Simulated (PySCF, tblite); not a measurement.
# C₅H₈O₂SSi: geometry, infrared bands and NMR shifts

Wanted: the infrared bands and NMR shifts of C₅H₈O₂SSi (`O=CO/C=C1/CC[SiH2]S1`), by calculation.

The runs use tblite 0.8.0 and PySCF 2.14.0, with density-fitted response routines of our own; the level of theory stands in each step. All values are computed, except where a source is named. Atoms are numbered from 0 throughout.

## 1. Starting geometry

17 atoms, charge 0, multiplicity 1; geometry from: force field or distance geometry start.

Bonds of the start (Å): O0–C1 1.24, C1–O2 1.35, O2–C3 1.39, C3–C4 1.34, C4–C5 1.51, C5–C6 1.53, C6–Si7 1.87, Si7–S8 2.15, S8–C4 1.76, C1–H9 1.09, C3–H10 1.09, C5–H11 1.10, C5–H12 1.11, C6–H13 1.10, C6–H14 1.10, Si7–H15 1.49, Si7–H16 1.49.

## 2. Optimising the geometry with GFN2-xTB

The job: settings as JSON, then the geometry in Å.

```
{"job": {"kind": "relax", "xc": "GFN2-xTB", "basis": "xTB"}, "charge": 0, "multiplicity": 1}
O      4.105900     0.469700     0.931500
C      3.602900     1.070100    -0.027200
O      2.369300     0.914200    -0.545400
C      1.541400    -0.020200     0.066700
C      0.218900    -0.115500    -0.125600
C     -0.649400    -1.150100     0.560000
C     -1.995000    -0.527500     0.953800
Si    -2.587300     0.532800    -0.469900
S     -0.616400     0.992100    -1.204000
H      4.133700     1.835600    -0.594300
H      2.070300    -0.705100     0.733600
H     -0.809900    -1.993400    -0.124200
H     -0.157300    -1.554100     1.464400
H     -2.715400    -1.312300     1.208100
H     -1.868400     0.111000     1.845300
H     -3.324200     1.742200    -0.013300
H     -3.326200    -0.277500    -1.476000
```

Run with:

```sh
$ OMP_NUM_THREADS=1 python probes_run.py task.json out
```

One launch serves the whole session: the jobs run in the order shown.

**Question.** This job is followed by: GFN2-xTB harmonic vibrations, gas phase; GIAO PBE0/pcSseg-1 NMR shielding, non-relativistic, gas phase. What will the session give for the following? strongest single infrared mode (GFN2-xTB); zero-point energy (GFN2-xTB); ¹³C shifts against TMS (PBE0/pcSseg-1); ¹H shifts against TMS (PBE0/pcSseg-1, means over atoms taken as alike); ¹⁷O shifts against H2O (PBE0/pcSseg-1); ²⁹Si shifts against TMS (PBE0/pcSseg-1); ³³S shifts against CS2 (PBE0/pcSseg-1).

**Answer**, as computed:

| quantity | value |
| --- | --- |
| strongest single infrared mode (GFN2-xTB) | 1770 cm⁻¹, 795 km/mol |
| zero-point energy (GFN2-xTB) | 74.3 kcal/mol |
| ¹³C shifts against TMS (PBE0/pcSseg-1) | 161.6, 137.2, 134.7, 36.2, 14.6 ppm |
| ¹H shifts against TMS (PBE0/pcSseg-1, means over atoms taken as alike) | 8.22, 8.10, 5.04, 2.59, 1.23 ppm |
| ¹⁷O shifts against H2O (PBE0/pcSseg-1) | 440.6, 257.2 ppm |
| ²⁹Si shifts against TMS (PBE0/pcSseg-1) | -10.8 ppm |
| ³³S shifts against CS2 (PBE0/pcSseg-1) | -113 ppm |

What this shows: Over 54 steps the energy fell by 0.173 eV; of the close pairs, O0–C1 changed most, 1.238 to 1.197 Å. No mode is imaginary among the 45: a minimum at this level. The strongest single mode, at 1770 cm⁻¹, moves mainly C1 and O0. GFN2-xTB is a fitted tight-binding method: band positions and strengths are rough. Its intensities can rank the bands wrongly. At PBE0/pcSseg-1: The widest tensor belongs to O0: span 694 ppm, with a paramagnetic part of -506 ppm.
